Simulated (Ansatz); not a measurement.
# C4H13O5Ta: one species, many functionals

One table from this session's results is given with a row withheld; the runs are named, their logs left out.

Computed with Ansatz 0.2.0, Gaussian basis. Level: functionals in def2-TZVPP.

Levels to be run: LDA (SPW92), PBE-D4, revPBE-D4, BLYP-D4, r2SCAN-D4, B97M-V, PBE0-D4, B3LYP-D4, r2SCANh-D4, r2SCAN0-D4.

### The geometry

All runs share one geometry, relaxed beforehand with PBE0-D4 in a triple-zeta def2 set. Ta takes the def2 core potential; no spin-orbit term is included.

SMILES `C[O][Ta]([OH])([O]C)([O]C)[O]C`, 23 atoms, charge 0, spin multiplicity 1.

Atoms are counted from 1 here; the program's logs count them from 0.

Bond lengths: C1–O2 1.398 Å, C1–H11 1.094 Å, C1–H12 1.095 Å, C1–H13 1.094 Å, O2–Ta3 1.898 Å, Ta3–O4 1.952 Å, Ta3–O5 1.919 Å, Ta3–O7 1.901 Å, Ta3–O9 1.900 Å, O4–H14 0.959 Å, O5–C6 1.381 Å, C6–H15 1.096 Å, C6–H16 1.101 Å, C6–H17 1.096 Å, O7–C8 1.389 Å, C8–H18 1.096 Å, C8–H19 1.095 Å, C8–H20 1.095 Å and more. Angles: O2–C1–H11 109.7°, O2–C1–H12 111.1°, O2–C1–H13 109.9°, H11–C1–H12 108.8°, H11–C1–H13 108.4°, H12–C1–H13 108.9°, C1–O2–Ta3 138.0°, O2–Ta3–O4 123.4°, O2–Ta3–O5 91.7°, O2–Ta3–O7 94.4°, O2–Ta3–O9 115.2°, O4–Ta3–O5 86.3°, O4–Ta3–O7 82.9°, O4–Ta3–O9 121.4°, O5–Ta3–O7 169.1°, O5–Ta3–O9 92.7°, O7–Ta3–O9 92.8°, Ta3–O4–H14 119.4° and more.

As a file:

```xyz
23
charge 0, multiplicity 1
C     1.26392    0.71441    2.72424
O     0.63690   -0.13662    1.81011
Ta    0.04298   -0.07823    0.00790
O     1.18259   -0.52002   -1.51412
O     0.67415    1.72147   -0.20279
C     1.26884    2.70693   -0.96656
O    -0.37498   -1.93067   -0.06867
C    -0.11936   -3.12717   -0.72699
O    -1.77090    0.43607   -0.23001
C    -3.00121   -0.21413   -0.37255
H     0.63806    0.82371    3.61516
H     1.43337    1.70479    2.28783
H     2.22614    0.29071    3.02819
H     1.75294    0.15457   -1.88718
H     0.52507    3.44168   -1.29422
H     1.74243    2.29108   -1.86937
H     2.04297    3.23035   -0.39480
H     0.61545   -2.96734   -1.52368
H    -1.03961   -3.52576   -1.16755
H     0.27331   -3.86743   -0.02213
H    -2.88834   -1.29938   -0.27748
H    -3.43060    0.01338   -1.35320
H    -3.69411    0.13760    0.39792
```

Set-up of the first run:

in.yaml reads:

```yaml
crystal:
  periodic: [false, false, false]
  atoms:
    - {symbol: C, position_ang: [1.263925, 0.714410, 2.724242]}
    - {symbol: O, position_ang: [0.636904, -0.136624, 1.810106]}
    - {symbol: Ta, position_ang: [0.042977, -0.078228, 0.007898]}
    - {symbol: O, position_ang: [1.182589, -0.520021, -1.514122]}
    - {symbol: O, position_ang: [0.674147, 1.721474, -0.202786]}
    - {symbol: C, position_ang: [1.268836, 2.706934, -0.966564]}
    - {symbol: O, position_ang: [-0.374984, -1.930667, -0.068670]}
    - {symbol: C, position_ang: [-0.119365, -3.127174, -0.726994]}
    - {symbol: O, position_ang: [-1.770905, 0.436070, -0.230015]}
    - {symbol: C, position_ang: [-3.001212, -0.214130, -0.372549]}
    - {symbol: H, position_ang: [0.638056, 0.823711, 3.615163]}
    - {symbol: H, position_ang: [1.433373, 1.704786, 2.287825]}
    - {symbol: H, position_ang: [2.226144, 0.290708, 3.028194]}
    - {symbol: H, position_ang: [1.752944, 0.154574, -1.887185]}
    - {symbol: H, position_ang: [0.525073, 3.441678, -1.294221]}
    - {symbol: H, position_ang: [1.742431, 2.291075, -1.869374]}
    - {symbol: H, position_ang: [2.042971, 3.230349, -0.394804]}
    - {symbol: H, position_ang: [0.615447, -2.967344, -1.523682]}
    - {symbol: H, position_ang: [-1.039606, -3.525757, -1.167555]}
    - {symbol: H, position_ang: [0.273315, -3.867428, -0.022132]}
    - {symbol: H, position_ang: [-2.888343, -1.299376, -0.277478]}
    - {symbol: H, position_ang: [-3.430601, 0.013379, -1.353201]}
    - {symbol: H, position_ang: [-3.694114, 0.137600, 0.397923]}
basis:
  gaussian: {orbitals: def2-TZVPP}
hamiltonian: {xc: lda}
output: {orbitals: {seedname: orbitals}}
```

Steps of the session up to this table: LDA; PBE-D4 (GGA); revPBE-D4 (GGA); BLYP-D4 (GGA); r2SCAN-D4 (meta-GGA); B97M-V (meta-GGA); PBE0-D4 (hybrid); B3LYP-D4 (hybrid); r2SCANh-D4 (hybrid); r2SCAN0-D4 (hybrid).

One table of the session follows, with a row left open; its other results are not shown here.

It belongs to the step «Frontier levels by functional». 

```
 functional  HOMO (eV)  LUMO (eV)  gap (eV)
LDA (SPW92)      -6.41      -1.26      5.15
     PBE-D4      -6.27      -1.05      5.22
  revPBE-D4      -6.21      -0.96      5.25
    BLYP-D4          ?          ?         ?
  r2SCAN-D4      -6.59      -0.88      5.71
     B97M-V      -6.73      -0.91      5.83
    PBE0-D4      -7.80      -0.20      7.60
   B3LYP-D4      -7.55      -0.42      7.13
 r2SCANh-D4      -7.16      -0.57      6.60
 r2SCAN0-D4      -8.03      -0.09      7.94
```

Q: Estimate the row for BLYP-D4 from the others.

As computed: HOMO (eV): -6.17; LUMO (eV): -0.93; gap (eV): 5.24. In the column «HOMO (eV)» it is the highest.
